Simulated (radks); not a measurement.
# Kr⁺ in [Ar] 3d10 4s2 4p5: an all-electron calculation

The task here is to estimate one member of a computed series from the others.

Program: radks (a radial shooting solver on a logarithmic mesh, Libxc functionals) version 1. Level of theory: scalar-relativistic Kohn-Sham, SCAN, spin-polarised, spherical densities, finite nucleus; open shells are filled with parallel spins first. These are calculated values, not measurements, unless marked.

### The atom as given

| Item | Value |
| --- | --- |
| element | krypton (Z = 36) |
| charge | +1 |
| electrons | 35 |
| configuration | [Ar] 3d10 4s2 4p5 |
| nuclear rms radius | 4.1884 fm |

Outer shells as boxes (Hund's rule):

Kr⁺
```
[Ar] core
3d [↑↓][↑↓][↑↓][↑↓][↑↓]
4s [↑↓]
4p [↑↓][↑↓][↑ ]
```

The first run:

Input:

```text
Z 36
configuration [Ar] 3d10 4s2 4p5 5s0 4d0
relativity scalar-relativistic
functional scan,scan
spin polarised
nucleus finite rms 4.1884 fm
c 137.035999084
```

Steps of the session up to this table: Self-consistent calculation.

One of the session's tables, all rows but one given; the rest of the session is left out.

It belongs to the step «Shells». Radial moments (bohr):

| level | <r> | outermost maximum (interpolated) | 90 % within | nodes |
| --- | --- | --- | --- | --- |
| 1s up | 0.04149 | 0.0271 | 0.0742 | 0 |
| 1s down | 0.04149 | 0.0271 | 0.0742 | 0 |
| 2s up | 0.1833 | 0.154 | 0.283 | 1 |
| 2s down | 0.1833 | 0.154 | 0.283 | 1 |
| 2p up | 0.1601 | 0.123 | 0.261 | 0 |
| 2p down | 0.1601 | 0.123 | 0.261 | 0 |
| 3s up | 0.5289 | 0.466 | 0.786 | 2 |
| 3s down | 0.5290 | 0.466 | 0.786 | 2 |
| 3p up | ? | ? | ? | ? |
| 3p down | 0.5396 | 0.463 | 0.822 | 1 |
| 3d up | 0.5556 | 0.412 | 0.909 | 0 |
| 3d down | 0.5548 | 0.413 | 0.907 | 0 |
| 4s up | 1.543 | 1.33 | 2.28 | 3 |
| 4s down | 1.547 | 1.33 | 2.29 | 3 |
| 4p up | 1.813 | 1.51 | 2.73 | 2 |
| 4p down | 1.828 | 1.51 | 2.77 | 2 |

**Question.** Estimate the row for 3p up.

**Answer.** <r>: 0.5397; outermost maximum (interpolated): 0.463; 90 % within: 0.822; nodes: 1. In the column «<r>» it lies between 3p down (0.5396) and 3d down (0.5548).

Limits of these values: Open shells are spherical and high-spin; term and fine-structure splittings are not resolved.
